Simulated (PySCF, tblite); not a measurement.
# C2H9N2Si radical: infrared bands and EPR parameters

Aim: predict the infrared bands and EPR parameters of C2H9N2Si radical (`[NH]CCN[SiH3]`).

Computed with tblite 0.8.0 and PySCF 2.14.0, with density-fitted response routines of our own, on a single molecule in the gas phase. Atoms are numbered from 0 throughout.

### 1 The molecule as given

14 atoms, charge 0, multiplicity 2; geometry from: GFN2-xTB.

Bonds of the start (Å): N0–C1 1.38, C1–C2 1.59, C2–N3 1.41, N3–Si4 1.73, N0–H5 1.02, C1–H6 1.10, C1–H7 1.09, C2–H8 1.09, C2–H9 1.09, N3–H10 1.01, Si4–H11 1.47, Si4–H12 1.46, Si4–H13 1.46.

### 2 Vibrational analysis with GFN2-xTB

What the job is given:

```
{"job": {"kind": "ir", "xc": "GFN2-xTB", "basis": "xTB"}, "charge": 0, "multiplicity": 2}
N      1.957046    -1.191447     0.362270
C      1.479965     0.106272     0.394318
C      0.416209     0.391409    -0.755955
N     -0.780732    -0.342745    -0.589977
Si    -2.075389     0.134351     0.453527
H      2.623828    -1.320569    -0.397948
H      2.250571     0.881239     0.240180
H      0.963534     0.275622     1.344799
H      0.188142     1.457715    -0.729165
H      0.893138     0.141261    -1.708721
H     -0.627471    -1.333521    -0.712632
H     -1.772567     0.096215     1.889215
H     -2.378116     1.512584     0.064123
H     -3.138836    -0.808857     0.123801
```

**Question.** This job is followed by: UKS B3LYP, pcH-1 on C H N Si, non-relativistic, mean-field spin-orbit, GIAO. What will the session give for the following? strongest single infrared mode (GFN2-xTB); zero-point energy (GFN2-xTB); g(iso) (B3LYP); ⟨S²⟩; largest a(iso) (averaged by class).

The runs gave:

```
                                 quantity                 value
strongest single infrared mode (GFN2-xTB)  806 cm⁻¹, 323 km/mol
             zero-point energy (GFN2-xTB)         67.5 kcal/mol
                           g(iso) (B3LYP)               2.00480
                                     ⟨S²⟩    0.754 (exact 0.75)
       largest a(iso) (averaged by class)   13C on C2, 93.5 MHz
```

What this shows: No mode is imaginary among the 36: a minimum at this level. The strongest single mode, at 806 cm⁻¹, is carried by H13, H11, C2, C1. Unscaled tight-binding wavenumbers are off by several per cent, some by more. Its intensities can rank the bands wrongly. N0 carries the largest spin population, 0.92 e. The isotropic g lies 2.5 ppt above the free-electron value.
